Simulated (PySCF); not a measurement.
**C2H7BO: electronic excitations at several levels of theory**

How much do the electronic excitations of C2H7BO (`BCOC`) depend on the level of theory, and what does each level cost?

The runs use PySCF 2.14.0, with density-fitted response routines of our own; the level of theory stands in each step. All values are computed, except where a source is named. Atoms count from 0, in the outputs and in this text.

### Step 1. The starting structure

11 atoms, charge 0, multiplicity 1; geometry from: GFN2-xTB. The atoms were then displaced at random by about 0.01 Å, so the start is not that level's minimum.

Bonds of the start (Å): B0–C1 1.59, C1–O2 1.43, O2–C3 1.35, B0–H4 1.17, B0–H5 1.15, C1–H6 1.11, C1–H7 1.10, C3–H8 1.12, C3–H9 1.11, C3–H10 1.11.

### Step 2. Geometry optimisation at PBE0-D3(BJ)/def2-SVP

The job: settings as JSON, then the geometry in Å.

```
{"job": {"xc": "PBE0", "basis": "def2-SVP", "d3": "d3bj", "grid": 1, "shake": 0.01, "kind": "geom"}, "charge": 0, "multiplicity": 1}
B      2.031950     0.062590    -0.193490
C      0.551070     0.092780     0.387610
O     -0.481670    -0.178090    -0.565190
C     -1.715400    -0.155900    -0.006420
H      2.194700    -0.135680    -1.336760
H      2.888090     0.310100     0.535010
H      0.368480     1.073290     0.867200
H      0.504650    -0.625880     1.214010
H     -1.858870    -0.908510     0.806540
H     -1.992860     0.823210     0.432490
H     -2.452020    -0.383740    -0.801870
```

Run with:

```bash
$ OMP_NUM_THREADS=1 python probes_run.py task.json out
```

The driver reads the jobs from task.json and runs them one after another.

The program printed:

```text
step   0  E = -180.09305912  max force = 0.046586
step   1  E = -180.09773361  max force = 0.011197
step   2  E = -180.09828610  max force = 0.003774
step   3  E = -180.09837697  max force = 0.000864
step   4  E = -180.09842482  max force = 0.001273
step   5  E = -180.09843320  max force = 0.000944
step   6  E = -180.09843920  max force = 0.000168
optimisation converged
```

Run time: 15 s. Hardware: 1 thread of Arm Neoverse V1, shared host; peak memory 0.38 GiB.

Along the way:

| step | energy from step 0 (eV) | largest force component (eV/Å) |
| --- | --- | --- |
| 0 | 0.0000 | 2.3955 |
| 1 | -0.1272 | 0.5758 |
| 2 | -0.1422 | 0.1941 |
| 3 | -0.1447 | 0.0444 |
| 4 | -0.1460 | 0.0655 |
| 5 | -0.1462 | 0.0485 |
| 6 | -0.1464 | 0.0086 |

Close pairs (by a distance rule), those that changed most:

| bond | before (Å) | after (Å) | change (Å) |
| --- | --- | --- | --- |
| B0–H5 | 1.151 | 1.210 | +0.059 |
| B0–C1 | 1.591 | 1.552 | -0.039 |
| C1–O2 | 1.431 | 1.394 | -0.037 |
| O2–C3 | 1.355 | 1.391 | +0.036 |
| B0–H4 | 1.172 | 1.207 | +0.035 |
| C1–H7 | 1.096 | 1.117 | +0.021 |
| C1–H6 | 1.107 | 1.120 | +0.013 |
| C3–H10 | 1.108 | 1.099 | -0.008 |

The final coordinates are the input of the step that follows.

| at the end point | value |
| --- | --- |
| rotational constants (GHz, main isotopes) | 31.411, 4.279, 3.952 |
| dipole moment (D) | 1.62 |

### Step 3. Excited states and response: PBE0/def2-TZVP

The job: settings as JSON, then the geometry in Å.

```
{"job": {"kind": "uv", "xc": "PBE0", "basis": "def2-TZVP"}, "charge": 0, "multiplicity": 1}
B      1.944878     0.335833    -0.279250
C      0.538334     0.162394     0.352886
O     -0.452703    -0.275970    -0.523876
C     -1.705132    -0.403279     0.067770
H      2.148332     0.151727    -1.454597
H      2.848965     0.683698     0.445828
H      0.283101     1.152739     0.809145
H      0.633618    -0.504962     1.243724
H     -1.701880    -1.138106     0.899014
H     -2.075195     0.560288     0.474750
H     -2.412155    -0.750234    -0.699199
```

Level: TDDFT PBE0/def2-TZVP, vertical, gas phase, core orbitals frozen in the response.

The program printed:

```text
coarse grid: 8688 points
cycle   1  E = -180.2486610111  dE =  2.129e-01  |g| = 5.214e-01  |ddm| = 2.146e+00
cycle   2  E = -180.1817972106  dE =  6.686e-02  |g| = 8.038e-01  |ddm| = 1.161e+00
cycle   3  E = -180.3017738227  dE = -1.200e-01  |g| = 6.156e-02  |ddm| = 7.787e-01
cycle   4  E = -180.3023960979  dE = -6.223e-04  |g| = 2.161e-02  |ddm| = 4.594e-02
cycle   5  E = -180.3025078489  dE = -1.118e-04  |g| = 5.416e-03  |ddm| = 1.777e-02
cycle   6  E = -180.3025142305  dE = -6.382e-06  |g| = 1.137e-03  |ddm| = 4.529e-03
final grid: 82440 points
cycle   7  E = -180.2963792252  dE = -3.914e-05  |g| = 9.858e-03  |ddm| = 3.658e-02
cycle   8  E = -180.2963653244  dE =  1.390e-05  |g| = 1.341e-02  |ddm| = 1.111e-02
cycle   9  E = -180.2963972799  dE = -3.196e-05  |g| = 1.314e-03  |ddm| = 6.722e-03
cycle  10  E = -180.2963976478  dE = -3.679e-07  |g| = 1.499e-04  |ddm| = 1.164e-03
cycle  11  E = -180.2963976525  dE = -4.721e-09  |g| = 5.033e-05  |ddm| = 1.543e-04
cycle  12  E = -180.2963976532  dE = -6.649e-10  |g| = 8.389e-06  |ddm| = 4.154e-05
converged SCF energy = -180.2963976532

Static polarisability (au): isotropic 45.345, principal 37.484 43.349 55.201

Singlet excitations
state   eV       nm        f      main configurations
  1   5.0001    248.0   0.01399   H->L 1.00
  2   5.7178    216.8   0.00035   H-1->L 0.92
  3   6.1841    200.5   0.00007   H-2->L 0.98
  4   7.0590    175.6   0.00325   H-3->L 0.90
  5   7.2514    171.0   0.05741   H->L+1 0.97
  6   8.3843    147.9   0.00135   H->L+2 0.86, H->L+3 0.11
  7   8.4853    146.1   0.03372   H->L+3 0.69, H->L+4 0.16, H->L+2 0.11
  8   8.5457    145.1   0.02105   H-1->L+1 0.94
  9   8.7432    141.8   0.07936   H-4->L 0.98
 10   9.0977    136.3   0.07497   H->L+5 0.64, H->L+4 0.28

Triplet excitations (Tamm-Dancoff, eV): 4.7760 5.1130 5.3961 6.8630
```

Run time: 12 s. Hardware: 1 thread of Arm Neoverse V1, shared host; peak memory 0.7 GiB.

The orbitals next to the gap, with their largest atomic shares:

| orbital | eV | atoms |
| --- | --- | --- |
| HOMO−3 | -9.80 | C3 22 %, O2 19 %, B0 16 % |
| HOMO−2 | -9.57 | B0 47 %, H5 26 %, H4 13 % |
| HOMO−1 | -8.77 | O2 32 %, C1 26 %, B0 17 % |
| HOMO | -7.55 | O2 58 %, C3 12 %, C1 10 % |
| LUMO | -1.36 | B0 82 %, C1 9 % |
| LUMO+1 | 1.07 | B0 25 %, H6 15 %, H7 15 % |
| LUMO+2 | 2.08 | B0 29 %, H10 16 %, H8 14 % |

With each of the 10 states as a Gaussian band of 0.4 eV half-width at 1/e, the curve within the window shown has maxima at 248 nm (ε 570), 171 nm (ε 2,400), 141 nm (ε 6,200) L/(mol cm). Beyond the last state computed it falls off for lack of states. The curve at chosen wavelengths:

| nm | ε (L/mol/cm) |
| --- | --- |
| 132 | 1967 |
| 138 | 5558 |
| 144 | 5698 |
| 150 | 2435 |
| 156 | 515 |
| 162 | 876 |
| 168 | 2155 |
| 174 | 2242 |
| 180 | 1141 |
| 186 | 329 |
| 192 | 62 |
| 198 | 13 |
| 204 | 10 |
| 209 | 15 |
| 215 | 29 |
| 221 | 68 |
| 227 | 158 |
| 233 | 301 |
| 239 | 456 |
| 245 | 554 |
| 251 | 555 |
| 257 | 468 |
| 263 | 341 |
| 269 | 219 |
| 275 | 126 |
| 281 | 66 |

Ground-state properties from the same run:

| property | computed |
| --- | --- |
| dipole moment (D) | 1.52 |
| polarisability (Å³) | 6.72 |
| HOMO–LUMO gap (eV) | 6.19 |
| −ε(HOMO) (eV) | 7.55 |

### Step 4. TDDFT and polarisability: PBE0/aug-cc-pVDZ

Settings changed since step 3:

```diff
@@ -1,2 +1,2 @@
-{"job": {"kind": "uv", "xc": "PBE0", "basis": "def2-TZVP"}, "charge": 0, "multiplicity": 1}
+{"job": {"kind": "uv", "xc": "PBE0", "basis": "aug-cc-pVDZ"}, "charge": 0, "multiplicity": 1}
 B      1.944878     0.335833    -0.279250
```

Level: TDDFT PBE0/aug-cc-pVDZ, vertical, gas phase, core orbitals frozen in the response.

The program printed:

```text
coarse grid: 8688 points
cycle   1  E = -180.1933268578  dE =  2.336e-01  |g| = 4.831e-01  |ddm| = 7.109e+00
cycle   2  E = -180.1299392302  dE =  6.339e-02  |g| = 7.550e-01  |ddm| = 1.626e+00
cycle   3  E = -180.2422203305  dE = -1.123e-01  |g| = 5.550e-02  |ddm| = 8.368e-01
cycle   4  E = -180.2427756258  dE = -5.553e-04  |g| = 1.806e-02  |ddm| = 1.274e-01
cycle   5  E = -180.2428591778  dE = -8.355e-05  |g| = 4.887e-03  |ddm| = 4.922e-02
cycle   6  E = -180.2428647362  dE = -5.558e-06  |g| = 9.926e-04  |ddm| = 9.150e-03
final grid: 82440 points
cycle   7  E = -180.2489075633  dE = -1.825e-05  |g| = 9.099e-03  |ddm| = 1.109e-01
cycle   8  E = -180.2488965080  dE =  1.106e-05  |g| = 1.210e-02  |ddm| = 3.184e-02
cycle   9  E = -180.2489251048  dE = -2.860e-05  |g| = 1.266e-03  |ddm| = 1.618e-02
cycle  10  E = -180.2489254736  dE = -3.688e-07  |g| = 1.026e-04  |ddm| = 1.952e-03
cycle  11  E = -180.2489254757  dE = -2.134e-09  |g| = 4.628e-05  |ddm| = 3.484e-04
cycle  12  E = -180.2489254763  dE = -6.132e-10  |g| = 6.739e-06  |ddm| = 1.385e-04
converged SCF energy = -180.2489254763

Static polarisability (au): isotropic 48.307, principal 40.208 46.119 58.594

Singlet excitations
state   eV       nm        f      main configurations
  1   4.9715    249.4   0.01383   H->L 1.00
  2   5.7142    217.0   0.00046   H-1->L 0.92
  3   6.1644    201.1   0.00003   H-2->L 0.98
  4   6.4307    192.8   0.04014   H->L+1 0.96
  5   7.0521    175.8   0.00278   H-3->L 0.90
  6   7.0977    174.7   0.00111   H->L+2 0.93
  7   7.2757    170.4   0.02488   H->L+3 0.80, H->L+4 0.14
  8   7.2919    170.0   0.01308   H->L+4 0.68, H->L+5 0.20
  9   7.6331    162.4   0.00020   H->L+5 0.53, H->L+4 0.14, H->L+8 0.10
 10   7.7914    159.1   0.03765   H-1->L+1 0.95

Triplet excitations (Tamm-Dancoff, eV): 4.7482 5.1054 5.3802 6.2913
```

Run time: 11 s. Hardware: 1 thread of Arm Neoverse V1, shared host; peak memory 0.69 GiB.

In short: HOMO -7.55 eV, LUMO -1.40 eV; lowest singlet 4.97 eV.

### Step 5. TDDFT and polarisability: PBE0/def2-TZVPD

Settings changed since step 4:

```diff
@@ -1,2 +1,2 @@
-{"job": {"kind": "uv", "xc": "PBE0", "basis": "aug-cc-pVDZ"}, "charge": 0, "multiplicity": 1}
+{"job": {"kind": "uv", "xc": "PBE0", "basis": "def2-TZVPD"}, "charge": 0, "multiplicity": 1}
 B      1.944878     0.335833    -0.279250
```

Method: TDDFT PBE0/def2-TZVPD, vertical, gas phase, core orbitals frozen in the response.

The program printed:

```text
coarse grid: 8688 points
cycle   1  E = -180.2499043849  dE =  2.121e-01  |g| = 5.199e-01  |ddm| = 2.358e+00
cycle   2  E = -180.1785859757  dE =  7.132e-02  |g| = 8.156e-01  |ddm| = 1.022e+00
cycle   3  E = -180.3028209099  dE = -1.242e-01  |g| = 6.256e-02  |ddm| = 5.846e-01
cycle   4  E = -180.3034678657  dE = -6.470e-04  |g| = 2.142e-02  |ddm| = 5.348e-02
cycle   5  E = -180.3035781603  dE = -1.103e-04  |g| = 5.464e-03  |ddm| = 2.071e-02
cycle   6  E = -180.3035846963  dE = -6.536e-06  |g| = 1.163e-03  |ddm| = 5.800e-03
final grid: 82440 points
cycle   7  E = -180.2974754186  dE = -4.280e-05  |g| = 9.909e-03  |ddm| = 1.279e-01
cycle   8  E = -180.2974613003  dE =  1.412e-05  |g| = 1.351e-02  |ddm| = 1.279e-02
cycle   9  E = -180.2974936510  dE = -3.235e-05  |g| = 1.363e-03  |ddm| = 6.653e-03
cycle  10  E = -180.2974940472  dE = -3.962e-07  |g| = 1.574e-04  |ddm| = 1.038e-03
cycle  11  E = -180.2974940524  dE = -5.222e-09  |g| = 5.346e-05  |ddm| = 2.225e-04
cycle  12  E = -180.2974940531  dE = -7.456e-10  |g| = 8.894e-06  |ddm| = 5.760e-05
converged SCF energy = -180.2974940531

Static polarisability (au): isotropic 48.161, principal 40.164 45.977 58.342

Singlet excitations
state   eV       nm        f      main configurations
  1   5.0170    247.1   0.01365   H->L 1.00
  2   5.7239    216.6   0.00040   H-1->L 0.92
  3   6.1794    200.6   0.00006   H-2->L 0.98
  4   6.6686    185.9   0.03949   H->L+1 0.95
  5   7.0660    175.5   0.00325   H-3->L 0.90
  6   7.3886    167.8   0.00103   H->L+2 0.89, H->L+3 0.08
  7   7.7982    159.0   0.01875   H->L+3 0.68, H->L+5 0.28
  8   7.8776    157.4   0.00222   H->L+5 0.63, H->L+3 0.21
  9   7.9359    156.2   0.00255   H->L+4 0.51, H-1->L+1 0.47
 10   8.0394    154.2   0.06577   H-1->L+1 0.49, H->L+4 0.47

Triplet excitations (Tamm-Dancoff, eV): 4.7923 5.1130 5.3876 6.5016
```

Run time: 17 s. Hardware: 1 thread of Arm Neoverse V1, shared host; peak memory 0.77 GiB.

Key values: HOMO -7.59 eV, LUMO -1.38 eV; lowest singlet 5.02 eV.

### Step 6. Excited states and response: PBE0/6-31+G*

Settings changed since step 5:

```diff
@@ -1,2 +1,2 @@
-{"job": {"kind": "uv", "xc": "PBE0", "basis": "def2-TZVPD"}, "charge": 0, "multiplicity": 1}
+{"job": {"kind": "uv", "xc": "PBE0", "basis": "6-31+G*"}, "charge": 0, "multiplicity": 1}
 B      1.944878     0.335833    -0.279250
```

Level: TDDFT PBE0/6-31+G*, vertical, gas phase, core orbitals frozen in the response.

The program printed:

```text
coarse grid: 8688 points
cycle   1  E = -180.2125701521  dE =  2.229e-01  |g| = 4.770e-01  |ddm| = 2.641e+00
cycle   2  E = -180.1550117223  dE =  5.756e-02  |g| = 7.323e-01  |ddm| = 1.146e+00
cycle   3  E = -180.2615997154  dE = -1.066e-01  |g| = 5.406e-02  |ddm| = 6.949e-01
cycle   4  E = -180.2621331559  dE = -5.334e-04  |g| = 1.762e-02  |ddm| = 5.417e-02
cycle   5  E = -180.2622127758  dE = -7.962e-05  |g| = 4.868e-03  |ddm| = 2.037e-02
cycle   6  E = -180.2622183477  dE = -5.572e-06  |g| = 9.148e-04  |ddm| = 5.032e-03
final grid: 82440 points
cycle   7  E = -180.2298816527  dE = -1.204e-05  |g| = 9.125e-03  |ddm| = 2.125e-02
cycle   8  E = -180.2298703523  dE =  1.130e-05  |g| = 1.218e-02  |ddm| = 1.471e-02
cycle   9  E = -180.2298994177  dE = -2.907e-05  |g| = 1.212e-03  |ddm| = 8.301e-03
cycle  10  E = -180.2298997625  dE = -3.448e-07  |g| = 8.962e-05  |ddm| = 1.186e-03
cycle  11  E = -180.2298997642  dE = -1.715e-09  |g| = 3.815e-05  |ddm| = 1.289e-04
cycle  12  E = -180.2298997646  dE = -4.189e-10  |g| = 6.097e-06  |ddm| = 4.385e-05
converged SCF energy = -180.2298997646

Static polarisability (au): isotropic 42.908, principal 34.166 42.374 52.184

Singlet excitations
state   eV       nm        f      main configurations
  1   5.0365    246.2   0.01404   H->L 1.00
  2   5.7670    215.0   0.00042   H-1->L 0.92
  3   6.2487    198.4   0.00003   H-2->L 0.98
  4   6.6552    186.3   0.03764   H->L+1 0.96
  5   7.1144    174.3   0.00365   H-3->L 0.90
  6   7.4250    167.0   0.00277   H->L+2 0.88, H->L+5 0.08
  7   7.5878    163.4   0.00907   H->L+3 0.60, H->L+5 0.29
  8   7.7685    159.6   0.01608   H->L+4 0.90
  9   7.9326    156.3   0.00033   H->L+5 0.39, H->L+3 0.35, H->L+7 0.10
 10   7.9929    155.1   0.05281   H-1->L+1 0.92

Triplet excitations (Tamm-Dancoff, eV): 4.8239 5.1898 5.5067 6.5069
```

Wall time 5.4 s (1 thread of Arm Neoverse V1, shared host); peak memory 0.46 GiB.

In short: HOMO -7.54 eV, LUMO -1.33 eV; lowest singlet 5.04 eV.

### Step 7. Comparing the runs: electronic excitations

Excitations and ground-state properties, with basis size and wall time:

| run | lowest singlet (eV) | brightest (eV) | f | gap (eV) | α (Å³) | μ (D) | functions | time |
| --- | --- | --- | --- | --- | --- | --- | --- | --- |
| PBE0/def2-TZVP | 5.00 | 8.74 | 0.079 | 6.19 | 6.72 | 1.52 | 166 | 12 s |
| PBE0/aug-cc-pVDZ | 4.97 | 6.43 | 0.040 | 6.15 | 7.16 | 1.51 | 155 | 11 s |
| PBE0/def2-TZVPD | 5.02 | 8.04 | 0.066 | 6.21 | 7.14 | 1.51 | 214 | 17 s |
| PBE0/6-31+G* | 5.04 | 7.99 | 0.053 | 6.21 | 6.36 | 1.68 | 86 | 5.4 s |

### Step 8. What came out

```
                                quantity                        value
    rotational constants (main isotopes)        31.41, 4.28, 3.95 GHz
         lowest singlet (PBE0/def2-TZVP)  5.00 eV (248 nm), f = 0.014
brightest single state of those computed  state 9, 8.74 eV, f = 0.079
                          lowest triplet                      4.78 eV
             range of the lowest singlet              4.97 to 5.04 eV
```

Single values in the summary come from the first run of each kind that ended normally (PBE0/def2-TZVP), which need not be the best level. The optimisation took 6 steps and gained 0.146 eV; among the close pairs (by a distance rule), B0–H5 changed most, from 1.151 to 1.210 Å. The lowest singlet, at 5.00 eV, is HOMO→LUMO 1.00 and is weak; of the 10 states computed, the strongest absorption comes from state 9 at 8.74 eV (the last state computed is bright too, and its partners may lie past the list). The lowest triplet lies 0.22 eV below the lowest singlet (triplets in Tamm-Dancoff, singlets in full TDDFT). States above −ε(HOMO) lie where TDDFT describes them poorly and they hang on the basis; the brightest is among them. The basis of PBE0/def2-TZVP has no diffuse functions, so Rydberg states are missing and the high states are unreliable. The lowest singlet runs from 4.97 eV (PBE0/aug-cc-pVDZ) to 5.04 eV (PBE0/6-31+G*), while the orbital gap spans 6.15 to 6.21 eV. The lowest state need not be the same one in every run. The runs solved for a few states only, so the brightest column depends on that window.
